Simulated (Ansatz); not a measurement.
# ScPt3S: the cost of one run

Computed with Ansatz 0.2.0 (DFT PBE, scalar-relativistic, plane waves, PAW, unless a step's input says otherwise).

## (1) The starting structure

Symmetry: Pm-3m, No. 221, cubic system. The conventional cell has a = 4.447 Å, b = 4.447 Å, c = 4.447 Å, α = 90.00°, β = 90.00°, γ = 90.00°. Sc (site symmetry m-3m) has 12 Pt at 3.14 Å as nearest neighbours. Around Pt (site symmetry 4/mmm) lie 2 S at 2.22 Å. S (site symmetry m-3m) has 6 Pt at 2.22 Å as nearest neighbours.

Coordinates:

```xyz
5
Lattice="4.4471 0.0000 0.0000 0.0000 4.4471 0.0000 0.0000 0.0000 4.4471" Properties=species:S:1:pos:R:3 pbc="T T T"
Sc    0.0000    0.0000    0.0000
Pt    0.0000    2.2235    2.2235
Pt    2.2235    2.2235    0.0000
Pt    2.2235    0.0000    2.2235
S     2.2235    2.2235    2.2235
```

Recipe of the guess: species swapped into a database cell of GdBRh3 (Pm-3m, No. 221), with Sc on the Gd sites, S on the B sites and Pt on the Rh sites. Its size is a rough estimate.

## (2) A first look at the guess

input.yaml reads:

```yaml
crystal:
  lattice:
    - [4.4470953, 0.0, 0.0]
    - [0.0, 4.4470953, 0.0]
    - [0.0, 0.0, 4.4470953]
  atoms:
    - { symbol: Sc, position: [0.0, 0.0, 0.0] }
    - { symbol: Pt, position: [0.0, 0.5, 0.5] }
    - { symbol: Pt, position: [0.5, 0.5, 0.0] }
    - { symbol: Pt, position: [0.5, 0.0, 0.5] }
    - { symbol: S, position: [0.5, 0.5, 0.5] }
basis:
  ecutwfc: 420
kpoints:
  mp_grid: { grid: [4, 4, 4] }
hamiltonian:
  xc: pbe
scf:
  occupations: { method: gaussian, width: 0.1 }
  lower_state_search: "off"
output:
  forces: true
  stress: true
  eigenvalues: true
```

Started as:

```bash
> ansatz run input.yaml --threads 1 --pin off --max-ram 2560MiB --backend cpu --events-out ev --progress --plain --runs-dir out
```

**Question.** How long does this run take on 1 thread of Arm Neoverse N1, shared host, and how much memory does it need?

About 3.8 s, with a peak of 0.35 GiB.
